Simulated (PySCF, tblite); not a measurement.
# C4H4F2OS: infrared bands and NMR shifts

What infrared bands and NMR shifts should C4H4F2OS (`O=C1[C@@H](F)CS[C@@H]1F`) show?

Computed with tblite 0.8.0 and PySCF 2.14.0, with density-fitted response routines of our own, on a single molecule in the gas phase. Atoms are numbered from 0 throughout.

### Step 1. The starting structure

12 atoms, charge 0, multiplicity 1; geometry from: GFN2-xTB.

Bonds of the start (Å): O0–C1 1.19, C1–C2 1.53, C2–F3 1.37, C2–C4 1.52, C4–S5 1.84, S5–C6 1.81, C6–F7 1.37, C6–C1 1.53, C2–H8 1.10, C4–H9 1.09, C4–H10 1.09, C6–H11 1.09.

### Step 2. Vibrational analysis with GFN2-xTB

The job: settings as JSON, then the geometry in Å.

```
{"job": {"kind": "ir", "xc": "GFN2-xTB", "basis": "xTB"}, "charge": 0, "multiplicity": 1}
O      1.085585    -1.117379     1.667445
C      0.725629    -0.528426     0.697250
C     -0.410321    -0.902677    -0.251058
F     -1.126555    -1.965132     0.221606
C     -1.293097     0.332895    -0.380594
S     -0.277764     1.788486     0.117033
C      1.249362     0.830985     0.241899
F      1.866475     0.717960    -0.979628
H      0.022919    -1.207592    -1.214248
H     -1.660359     0.494217    -1.392026
H     -2.131968     0.259352     0.310827
H      1.951292     1.296626     0.935469
```

**Question.** This job is followed by: GIAO PBE0/pcSseg-1 NMR shielding, non-relativistic, gas phase. Predict these results of the whole session: strongest single infrared mode (GFN2-xTB); zero-point energy (GFN2-xTB); 13C shifts against TMS (PBE0/pcSseg-1); 1H shifts against TMS (PBE0/pcSseg-1); 17O shifts against H2O (PBE0/pcSseg-1); 19F shifts against CFCl3 (PBE0/pcSseg-1); 33S shifts against CS2 (PBE0/pcSseg-1).

As calculated:

```
                                 quantity                         value
strongest single infrared mode (GFN2-xTB)         1830 cm⁻¹, 399 km/mol
             zero-point energy (GFN2-xTB)                 47.2 kcal/mol
   13C shifts against TMS (PBE0/pcSseg-1)  200.2, 100.2, 88.6, 28.0 ppm
    1H shifts against TMS (PBE0/pcSseg-1)    5.80, 5.59, 3.44, 3.20 ppm
   17O shifts against H2O (PBE0/pcSseg-1)                     637.8 ppm
 19F shifts against CFCl3 (PBE0/pcSseg-1)            -175.2, -241.9 ppm
   33S shifts against CS2 (PBE0/pcSseg-1)                        23 ppm
```

**Reading.** All 30 modes are real, so the xTB geometry is a minimum. The strongest single mode, at 1830 cm⁻¹, moves mainly C1 and O0. Unscaled tight-binding wavenumbers are off by several per cent, some by more. Its intensities can rank the bands wrongly. C1 (ketone carbonyl carbon) lies farthest downfield among carbon, at 200.2 ppm; low-lying n→π* states of the double bond to the heteroatom give a large paramagnetic term (-263 ppm). H8 (hydrogen on an sp3 CH bonded to F, α to a carbonyl) lies farthest downfield among hydrogen, at 5.80 ppm; its carbon carries F, an electronegative neighbour. At PBE0/pcSseg-1: Shielding is most anisotropic at O0 (span 1270 ppm, paramagnetic term -697 ppm).
